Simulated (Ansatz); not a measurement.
# MgCdSn2O6: the cost of one run

Method: DFT PBE, scalar-relativistic, plane waves, PAW, in Ansatz 0.2.0.

1 further run of the same task is left out (it didn't finish).

## (1) The system as given

Symmetry: Fm-3m, No. 225, cubic system. The conventional cell has a = 7.922 Å, b = 7.922 Å, c = 7.922 Å, α = 90.00°, β = 90.00°, γ = 90.00°. Mg (site symmetry m-3m) has 12 O at 2.80 Å as nearest neighbours. Cd (site symmetry m-3m) has 12 O at 2.80 Å as nearest neighbours. Around Sn (site symmetry -43m) lie 6 O at 1.98 Å. O (site symmetry mmm) has 2 Sn at 1.98 Å and 2 Mg at 2.80 Å and 2 Cd at 2.80 Å as nearest neighbours.

Coordinates:

```xyz
10
Lattice="0.0000 3.9608 3.9608 3.9608 0.0000 3.9608 3.9608 3.9608 0.0000" Properties=species:S:1:pos:R:3 pbc="T T T"
Mg    3.9608    3.9608    3.9608
Cd    0.0000    0.0000    0.0000
Sn    5.9412    5.9412    5.9412
Sn    1.9804    1.9804    1.9804
O     0.0000    1.9804    1.9804
O     1.9804    0.0000    1.9804
O     1.9804    1.9804    0.0000
O     3.9608    1.9804    1.9804
O     1.9804    3.9608    1.9804
O     1.9804    1.9804    3.9608
```

Recipe of the guess: perovskite family, tilts a0a0a0, rock order on A (Fm-3m, No. 225). Its size is a rough estimate.

## (2) Probe: one point on a coarse mesh

input.yaml

```yaml
crystal:
  lattice:
    - [0.0, 3.96083245, 3.96083245]
    - [3.96083245, 0.0, 3.96083245]
    - [3.96083245, 3.96083245, 0.0]
  atoms:
    - { symbol: Mg, position: [0.5, 0.5, 0.5] }
    - { symbol: Cd, position: [0.0, 0.0, 0.0] }
    - { symbol: Sn, position: [0.75, 0.75, 0.75] }
    - { symbol: Sn, position: [0.25, 0.25, 0.25] }
    - { symbol: O, position: [0.5, 0.0, 0.0] }
    - { symbol: O, position: [0.0, 0.5, 0.0] }
    - { symbol: O, position: [0.0, 0.0, 0.5] }
    - { symbol: O, position: [0.0, 0.5, 0.5] }
    - { symbol: O, position: [0.5, 0.0, 0.5] }
    - { symbol: O, position: [0.5, 0.5, 0.0] }
basis:
  ecutwfc: 420
kpoints:
  mp_grid: { grid: [4, 4, 4] }
hamiltonian:
  xc: pbe
scf:
  occupations: { method: gaussian, width: 0.1 }
  lower_state_search: "off"
output:
  forces: true
  stress: true
  eigenvalues: true
```

On the command line:

```console
$ ansatz run input.yaml --threads 1 --pin off --max-ram 2048MiB --backend cpu --events-out ev --progress --plain --runs-dir out
```

Q: Estimate wall time and peak memory on 1 thread of Arm Neoverse V1, shared host.

About 3.8 s, with a peak of 0.4 GiB.
